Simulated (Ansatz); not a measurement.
**InH3 (triplet): RPA-PBE over a scan of the distance In1–H2, def2-SVP**

How well do these functionals follow the top wave-function level for InH3 (triplet) over a scan of the distance In1–H2?

Computed with Ansatz 0.2.0, Gaussian basis. Level: def2-SVP, all electrons in the functionals, frozen cores in the correlation of double hybrids and RPA.

Plan: RPA-PBE, at 1.426 Å; 1.595 Å; 1.760 Å; 1.925 Å; 2.101 Å; 2.404 Å; 2.753 Å; 3.197 Å; 3.885 Å; 4.777 Å; 6.088 Å.

32 further runs of the same task are left out: 6 for a known fault of the program, 20 that didn't finish, 6 set aside as unsound or not needed.

### 1 What is computed

The geometry derives from a PBE0/def2-TZVP stationary point (not a proven minimum). One bond is set to the value named and the two fragments are kept rigid. No spin-orbit coupling is included. Elements past krypton take def2 core potentials.

4 atoms, charge 0, spin multiplicity 3.

Atoms are counted from 1 here; the program's logs count them from 0.

Bond lengths: In1–H2 1.760 Å, H3–H4 0.769 Å.

No dispersion term is added.

The geometry shown and the zero of energy belong to the point 1.760 Å. The yardstick, FCI, and other wave-function levels (R restricted, U unrestricted, valence and pair active spaces) come from earlier runs.

### 2 RPA-PBE, 1.426 Å

Contents of in.yaml:

```yaml
crystal:
  periodic: [false, false, false]
  atoms:
    - {symbol: In, position_ang: [0.000000, 0.014207, -0.038844]}
    - {symbol: H, position_ang: [0.000000, -1.398668, -0.231869]}
    - {symbol: H, position_ang: [0.384545, -0.109867, 2.328360]}
    - {symbol: H, position_ang: [-0.384545, -0.109867, 2.328360]}
basis:
  gaussian: {orbitals: def2-SVP}
magnetization: {spin_polarized: true, initial_magnetization: 2}
hamiltonian: {xc: {name: PBE}}
correlation: {method: rpa, electrons: outside_noble_gas}
```

On the command line:

```console
ansatz run in.yaml --threads 1 --pin off --events-out ev --progress --plain --max-ram 2393MiB
```

Further steps of the session: RPA-PBE, 1.595 Å; RPA-PBE, 1.760 Å; RPA-PBE, 1.925 Å; RPA-PBE, 2.101 Å; RPA-PBE, 2.404 Å; RPA-PBE, 2.753 Å; RPA-PBE, 3.197 Å; RPA-PBE, 3.885 Å; RPA-PBE, 4.777 Å; RPA-PBE, 6.088 Å.

Before running them: what should the planned runs give, taken together? Wanted: span of the FCI curve; largest miss, RPA-PBE.

**Answer**, as computed:

| quantity | value |
| --- | --- |
| span of the FCI curve | 0.990 eV |
| largest miss, RPA-PBE | -0.082 eV (6.088 Å) |

What this shows: RPA-PBE strays by up to 0.082 eV, at 6.088 Å. Functionals and the yardstick converge differently with the basis, so part of each miss in def2-SVP is the basis.
